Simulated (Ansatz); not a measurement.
**CH₇ClSiSn: one species, many methods**

How much do the methods differ for CH₇ClSiSn? The plan is to run it at one geometry with functionals of several rungs and with coupled cluster, and see how far each lands from CCSD(T) at the basis-set limit for the atomisation energy.

Program: Ansatz 0.2.0, Gaussian basis. Level of theory: functionals in def2-TZVPP, the program's frozen cores in correlated methods. These are calculated values, not measurements.

The runs, in order: PBE-D4, r2SCAN-D4, PBE0-D4, B3LYP-D4, ωB97X-V, ωB97M-V, B2PLYP; CCSD(T)/def2-TZVPP; MP2/def2-QZVPP; extrapolation to the limit.

**1. The geometry**

An earlier PBE0-D4 in a triple-zeta def2 set relaxation fixed the geometry. Sn takes the def2 core potential; no spin-orbit term is included.

SMILES `C[SiH](Cl)[SnH3]`, 11 atoms, charge 0, spin multiplicity 1.

Atoms are counted from 1 here; the program's logs count them from 0.

Bond lengths: C1–Si2 1.864 Å, C1–H5 1.094 Å, C1–H6 1.092 Å, C1–H7 1.092 Å, Si2–Cl3 2.072 Å, Si2–Sn4 2.566 Å, Si2–H8 1.487 Å, Sn4–H9 1.710 Å, Sn4–H10 1.708 Å, Sn4–H11 1.706 Å. Angles: Si2–C1–H5 110.0°, Si2–C1–H6 110.4°, Si2–C1–H7 110.9°, H5–C1–H6 108.5°, H5–C1–H7 108.5°, H6–C1–H7 108.5°, C1–Si2–Cl3 108.8°, C1–Si2–Sn4 113.0°, C1–Si2–H8 110.2°, Cl3–Si2–Sn4 107.8°, Cl3–Si2–H8 106.4°, Sn4–Si2–H8 110.5°, Si2–Sn4–H9 110.7°, Si2–Sn4–H10 110.2°, Si2–Sn4–H11 110.9°, H9–Sn4–H10 108.0°, H9–Sn4–H11 108.3°, H10–Sn4–H11 108.6°.

**2. PBE-D4 (GGA)**

Input file in.yaml:

```yaml
crystal:
  periodic: [false, false, false]
  atoms:
    - {symbol: C, position_ang: [0.156573, 1.579697, 0.897768]}
    - {symbol: Si, position_ang: [0.345507, -0.270620, 0.778681]}
    - {symbol: Cl, position_ang: [2.358519, -0.744257, 0.906461]}
    - {symbol: Sn, position_ang: [-0.547437, -1.228247, -1.427950]}
    - {symbol: H, position_ang: [-0.902793, 1.849446, 0.868534]}
    - {symbol: H, position_ang: [0.581721, 1.946236, 1.834921]}
    - {symbol: H, position_ang: [0.663066, 2.077841, 0.068855]}
    - {symbol: H, position_ang: [-0.314088, -0.930418, 1.936086]}
    - {symbol: H, position_ang: [-2.219079, -0.906316, -1.594617]}
    - {symbol: H, position_ang: [0.261425, -0.513435, -2.751066]}
    - {symbol: H, position_ang: [-0.318013, -2.917026, -1.496974]}
basis:
  gaussian: {orbitals: def2-TZVPP}
hamiltonian: {xc: pbe, dispersion: d4}
output: {forces: true, orbitals: {seedname: orbitals}}
```

Command:

```bash
ansatz run in.yaml --threads 4 --pin off --events-out ev --progress --plain --max-ram 10444MiB
```

Further steps of the session: r2SCAN-D4 (meta-GGA); PBE0-D4 (hybrid); B3LYP-D4 (hybrid); ωB97X-V (range-separated); ωB97M-V (range-separated); B2PLYP (double hybrid); CCSD(T) in def2-TZVPP; MP2 in def2-QZVPP.

Before running them: what should the planned runs give, taken together? Wanted: atomisation energy, CCSD(T)/CBS; farthest; mean size of error, hybrid; mean size of error, range-separated; gap, smallest and largest; T1 diagnostic; triples share of the correlation energy.

As calculated:

```
                               quantity                                          value
        atomisation energy, CCSD(T)/CBS                                  3358.4 kJ/mol
 functionals within 33.6 kJ/mol (1.0 %)  PBE-D4, r2SCAN-D4, B3LYP-D4, ωB97X-V, ωB97M-V
                               farthest                          B2PLYP (-76.9 kJ/mol)
             mean size of error, hybrid                                    34.5 kJ/mol
    mean size of error, range-separated                                    10.9 kJ/mol
              gap, smallest and largest           5.46 eV (PBE-D4), 11.55 eV (ωB97X-V)
                          T1 diagnostic                                         0.0118
triples share of the correlation energy                                          3.4 %
```

What this shows: PBE-D4 misses by -23.9 kJ/mol. Double hybrids carry the basis error of their MP2 part in triple zeta, and no dispersion term here, so their miss is partly the set-up's. Misses under about 33.6 kJ/mol are within the doubt on the reference itself, which lacks core-valence correlation, spin-orbit coupling and higher excitations, and its outer-core shells are covered unevenly. All levels share the lack of spin-orbit coupling, which lowers the free heavy atoms and so the true binding. Hartree-Fock recovers 75 % of the binding; the rest is correlation. The gap grows from 5.5 to 11.5 eV across the functionals, mostly with the share of exact exchange. Correlated methods include outer-core shells of Sn, which these sets cover unevenly.
